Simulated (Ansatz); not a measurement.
# C2H6N2Si: up Jacob's ladder to CCSD(T)

One table from this session's results is given with a row withheld; the runs are named, their logs left out.

Computed with Ansatz 0.2.0, Gaussian basis. Level: functionals in def2-TZVPP, the program's frozen cores in correlated methods.

Plan: LDA (SPW92), PBE-D4, revPBE-D4, BLYP-D4, r2SCAN-D4, B97M-V, PBE0-D4, B3LYP-D4, r2SCANh-D4, r2SCAN0-D4, HSE06-D4, BHLYP-D4, CAM-B3LYP-D4, LC-ωPBE, ωB97X-V, ωB97M-V, B2PLYP, PBE-QIDH; CCSD(T)/def2-SVP; CCSD(T)/def2-TZVPP; MP2/def2-QZVPP; extrapolation to the limit; RPA on PBE.

### The geometry

An earlier PBE0-D4 in a triple-zeta def2 set relaxation fixed the geometry.

SMILES `C1=NC[SiH2]N1`, 11 atoms, charge 0, spin multiplicity 1.

Atoms are counted from 1 here; the program's logs count them from 0.

Bond lengths: C1–N2 1.271 Å, C1–N5 1.381 Å, C1–H6 1.089 Å, N2–C3 1.467 Å, C3–Si4 1.897 Å, C3–H7 1.094 Å, C3–H8 1.094 Å, Si4–N5 1.745 Å, Si4–H9 1.488 Å, Si4–H10 1.488 Å, N5–H11 1.004 Å. Angles: N2–C1–N5 122.3°, N2–C1–H6 120.2°, N5–C1–H6 117.5°, C1–N2–C3 112.4°, N2–C3–Si4 106.1°, N2–C3–H7 109.3°, N2–C3–H8 109.4°, Si4–C3–H7 112.9°, Si4–C3–H8 113.0°, H7–C3–H8 106.1°, C3–Si4–N5 89.8°, C3–Si4–H9 116.8°, C3–Si4–H10 116.8°, N5–Si4–H9 112.5°, N5–Si4–H10 112.5°, H9–Si4–H10 107.6°, C1–N5–Si4 109.4°, C1–N5–H11 118.8° and more.

As a file:

```xyz
11
charge 0, multiplicity 1
C    -1.3413   -0.5024   -0.2531
N    -0.6473   -1.3708    0.3622
C     0.7157   -0.9035    0.6387
Si    0.8275    0.8476   -0.0820
N    -0.8335    0.7327   -0.6056
H    -2.3743   -0.7173   -0.5216
H     0.8968   -0.9318    1.7172
H     1.4347   -1.5964    0.1922
H     1.7691    1.0482   -1.2168
H     1.0444    1.9587    0.8838
H    -1.4266    1.3781   -1.0946
```

Set-up of the first run:

in.yaml

```yaml
crystal:
  periodic: [false, false, false]
  atoms:
    - {symbol: C, position_ang: [-1.341263, -0.502413, -0.253115]}
    - {symbol: N, position_ang: [-0.647321, -1.370821, 0.362199]}
    - {symbol: C, position_ang: [0.715744, -0.903470, 0.638705]}
    - {symbol: Si, position_ang: [0.827538, 0.847624, -0.081983]}
    - {symbol: N, position_ang: [-0.833502, 0.732688, -0.605562]}
    - {symbol: H, position_ang: [-2.374324, -0.717300, -0.521558]}
    - {symbol: H, position_ang: [0.896814, -0.931774, 1.717215]}
    - {symbol: H, position_ang: [1.434747, -1.596404, 0.192245]}
    - {symbol: H, position_ang: [1.769113, 1.048239, -1.216835]}
    - {symbol: H, position_ang: [1.044427, 1.958652, 0.883842]}
    - {symbol: H, position_ang: [-1.426573, 1.378078, -1.094554]}
basis:
  gaussian: {orbitals: def2-TZVPP}
hamiltonian: {xc: lda}
output: {orbitals: {seedname: orbitals}}
```

Steps of the session up to this table: LDA; PBE-D4 (GGA); revPBE-D4 (GGA); BLYP-D4 (GGA); r2SCAN-D4 (meta-GGA); B97M-V (meta-GGA); PBE0-D4 (hybrid); B3LYP-D4 (hybrid); r2SCANh-D4 (hybrid); r2SCAN0-D4 (hybrid); HSE06-D4 (hybrid); BHLYP-D4 (hybrid); CAM-B3LYP-D4 (range-separated); LC-ωPBE (range-separated); ωB97X-V (range-separated); ωB97M-V (range-separated); B2PLYP (double hybrid); PBE-QIDH (double hybrid).

One of the session's tables, all rows but one given; the rest of the session is left out.

It belongs to the step «Orbital energies across the functionals». 

```
  functional  HOMO (eV)  gap (eV)
 LDA (SPW92)      -5.70      4.88
      PBE-D4      -5.54      4.94
   revPBE-D4      -5.48      4.97
     BLYP-D4      -5.41      4.90
   r2SCAN-D4      -5.75      5.55
      B97M-V      -5.83      5.41
     PBE0-D4      -6.73      6.93
    B3LYP-D4      -6.52      6.48
  r2SCANh-D4      -6.20      6.27
  r2SCAN0-D4      -6.88      7.34
    HSE06-D4      -6.33      6.16
    BHLYP-D4      -7.81      8.76
CAM-B3LYP-D4          ?         ?
     LC-ωPBE      -9.38     11.65
     ωB97X-V      -9.02     11.14
     ωB97M-V      -8.94     10.69
```

Q: Estimate the row for CAM-B3LYP-D4 from the others.

The run gave: HOMO (eV): -8.05; gap (eV): 9.14. In the column «HOMO (eV)» it lies between ωB97M-V (-8.94) and BHLYP-D4 (-7.81).
